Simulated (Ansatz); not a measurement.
# LiS3: what a guessed cell relaxes into

Aim: relax a trial structure of LiS3 and see where it ends, then test the end with a random kick.

Computed with Ansatz 0.2.0 (DFT PBE, scalar-relativistic, plane waves, PAW, unless a step's input says otherwise).

## Step 1: The starting structure

The structure is tetragonal, space group P4mm (No. 99). Conventional cell: a = 5.000 Å, b = 5.000 Å, c = 5.000 Å, α = 90.00°, β = 90.00°, γ = 90.00°. Li (site symmetry 4mm) is surrounded by 6 S at 2.37 to 2.63 Å. Around S (site symmetry 2mm) lie 2 Li at 2.50 Å. S (site symmetry 4mm) is surrounded by 2 Li at 2.37 to 2.63 Å.

Coordinates:

```xyz
4
Lattice="5.0000 0.0000 0.0000 0.0000 5.0000 0.0000 0.0000 0.0000 5.0000" Properties=species:S:1:pos:R:3 pbc="T T T"
Li    0.0000    0.0000    4.8666
S     0.0000    2.5000    0.0000
S     2.5000    0.0000    0.0000
S     0.0000    0.0000    2.5000
```

Recipe of the guess: perovskite family, tilts a0a0a0, polar shift along [001] (P4mm, No. 99). Lengths come from tabulated atomic sizes and are only a guess.

## Step 2: Probe: one point on a coarse mesh

The input, input.yaml:

```yaml
crystal:
  lattice:
    - [5.0, 0.0, 0.0]
    - [0.0, 5.0, 0.0]
    - [0.0, 0.0, 5.0]
  atoms:
    - { symbol: Li, position: [0.0, 0.0, 0.97332607] }
    - { symbol: S, position: [0.0, 0.5, 0.0] }
    - { symbol: S, position: [0.5, 0.0, 0.0] }
    - { symbol: S, position: [0.0, 0.0, 0.5] }
basis:
  ecutwfc: 420
kpoints:
  mp_grid: { grid: [4, 4, 4] }
hamiltonian:
  xc: pbe
scf:
  occupations: { method: gaussian, width: 0.1 }
  lower_state_search: "off"
output:
  forces: true
  stress: true
  eigenvalues: true
```

Started as:

```sh
$ ansatz run input.yaml --threads 1 --pin off --max-ram 2048MiB --backend cpu --events-out ev --progress --plain --runs-dir out
```

The session goes on with these runs: a loose first relaxation; full relaxation; reference for the kick test; kicked and relaxed without symmetry; the kicked end on a coarse mesh; final relaxation (after the kick).

Q: Predict the outcome of this session. Wanted: conventional cell; volume; energy over the elements; gap on the mesh.

As calculated:

| quantity | value |
| --- | --- |
| symmetry at the first end (tolerance 0.05 Å) | space group P4mm (No. 99) |
| conventional cell | a = 4.452 Å, b = 4.452 Å, c = 4.860 Å, α = 90.00°, β = 90.00°, γ = 90.00° |
| volume | 24.08 Å³/atom |
| energy over the elements | +0.04 eV/atom |
| gap on the mesh | none (metal) |

In words: The space group P4mm (No. 99) is kept, and the volume per atom shrinks by 22.9 % from the first guess. The formation energy of this structure is too near zero to say whether it is bound against the elements. The kicked cell fell well below the first end on the coarse mesh, so that end is a saddle point or a shallow minimum. The final runs have no spin polarisation, so no magnetic state was tried and one may lie lower.
